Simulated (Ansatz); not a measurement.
# FH4PSeSi: the cost of one run

Program: Ansatz 0.2.0 through its Python package. Level of theory: PBE+D4/def2-SVP. These are calculated values, not measurements.

## (1) Starting point

Bond lengths: F1–Si2 1.686 Å, Si2–P3 2.208 Å, Si2–Se4 2.281 Å, Si2–H5 1.470 Å, P3–H6 1.453 Å, P3–H7 1.453 Å, Se4–H8 1.536 Å. Angles: F1–Si2–P3 109.4°, F1–Si2–Se4 109.5°, F1–Si2–H5 109.5°, P3–Si2–Se4 109.5°, P3–Si2–H5 109.4°, Se4–Si2–H5 109.5°, Si2–P3–H6 93.8°, Si2–P3–H7 93.7°, H6–P3–H7 94.5°, Si2–Se4–H8 90.5°.

The script holds or builds the structure itself.

## (2) Script

bend_fh4psesi.py reads:

```python
"""Energy of FH4PSeSi against one bond angle."""

import ansatz as az
from ase import Atoms


def main() -> None:
    atoms = Atoms(["F", "Si", "P", "Se", "H", "H", "H", "H"], positions=[
        (2.0863, 0.0836, -1.1779),
        (0.8937, 0.06, 0.0138),
        (-0.5195, -1.5868, -0.393),
        (-0.2279, 2.0457, 0.0057),
        (1.5178, -0.1445, 1.3293),
        (-1.4952, -1.1177, 0.5756),
        (-1.1385, -0.9049, -1.5164),
        (-1.1167, 1.5647, 1.1629),
    ])

    # start the scan from a relaxed geometry
    first = (
        az.Crystal.molecule_from_ase(atoms).calculation()
        .basis(gaussian="def2-SVP")
        .functional("pbe", dispersion="d4")
        .relax(force_tolerance=0.02, max_steps=80)
    )
    atoms.positions = first.run(threads=1).report["positions_ang"]

    rows = []
    for angle in [90, 100, 110, 120, 135, 150, 165, 179]:
        bent = atoms.copy()
        bent.set_angle(1, 3, 7, angle, indices=[7])
        base = az.Crystal.molecule_from_ase(bent).calculation()
        base = base.basis(gaussian="def2-SVP")
        base = base.functional("pbe", dispersion="d4")
        rows.append((angle, base.run(threads=1).report["free_energy_ev"]))
    floor = min(e for _, e in rows)
    for angle, e in rows:
        print(f"angle Si1-Se3-H7 = {angle:3d} deg   {1000 * (e - floor):9.1f} meV")


if __name__ == "__main__":
    main()
```

## (3) What the engine is handed

The package turns the script's settings into the engine's input (first run):

```yaml
crystal:
  periodic: [false, false, false]
  atoms:
    - { symbol: F, position_ang: [2.0863, 0.0836, -1.1779] }
    - { symbol: Si, position_ang: [0.8937, 0.06, 0.0138] }
    - { symbol: P, position_ang: [-0.5195, -1.5868, -0.393] }
    - { symbol: Se, position_ang: [-0.2279, 2.0457, 0.0057] }
    - { symbol: H, position_ang: [1.5178, -0.1445, 1.3293] }
    - { symbol: H, position_ang: [-1.4952, -1.1177, 0.5756] }
    - { symbol: H, position_ang: [-1.1385, -0.9049, -1.5164] }
    - { symbol: H, position_ang: [-1.1167, 1.5647, 1.1629] }
basis:
  gaussian:
    orbitals: def2-SVP
hamiltonian:
  xc: pbe
  dispersion: d4
relax:
  f_tol: 0.02
  max_steps: 80
```

## (4) Launch

Launch:

```sh
$ python bend_fh4psesi.py
```

Q: Estimate wall time and peak memory on 1 thread of Arm Neoverse V2, shared host.

About 42 s, with a peak of 0.22 GiB.
